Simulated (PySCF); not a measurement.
# B2BrH3O: the cost of one run

Programs: PySCF 2.14.0, with density-fitted response routines of our own. Each step states its level of theory. These are calculated values for one molecule in the gas phase, unless marked as measured. Atoms are numbered from 0 throughout.

### 1 The molecule as given

7 atoms, charge 0, multiplicity 1; geometry from: GFN2-xTB. The atoms were then displaced at random by about 0.01 Å, so the start is not that level's minimum.

Bonds of the start (Å): B0–O1 1.28, O1–B2 1.28, B2–Br3 1.93, B0–H4 1.20, B0–H5 1.18, B2–H6 1.19.

### 2 Optimising the geometry at PBE0-D3(BJ)/def2-SVP

Job settings and geometry (Å):

```
{"job": {"xc": "PBE0", "basis": "def2-SVP", "d3": "d3bj", "grid": 1, "shake": 0.01, "kind": "geom"}, "charge": 0, "multiplicity": 1}
B     -1.286360    -0.261840    -0.376260
O     -0.092140     0.113690    -0.087370
B      1.122850     0.395340     0.184920
Br     2.476230    -0.977870     0.092040
H     -1.671210    -0.160220    -1.507320
H     -2.015100    -0.613010     0.478630
H      1.499680     1.474810     0.507360
```

Command:

```bash
$ OMP_NUM_THREADS=1 python probes_run.py task.json out
```

This one command runs all jobs of the session in turn.

Q: Estimate the wall time and peak memory of this first job on 1 thread of Arm Neoverse V1, shared host.

About 15 s, with a peak of 0.35 GiB.
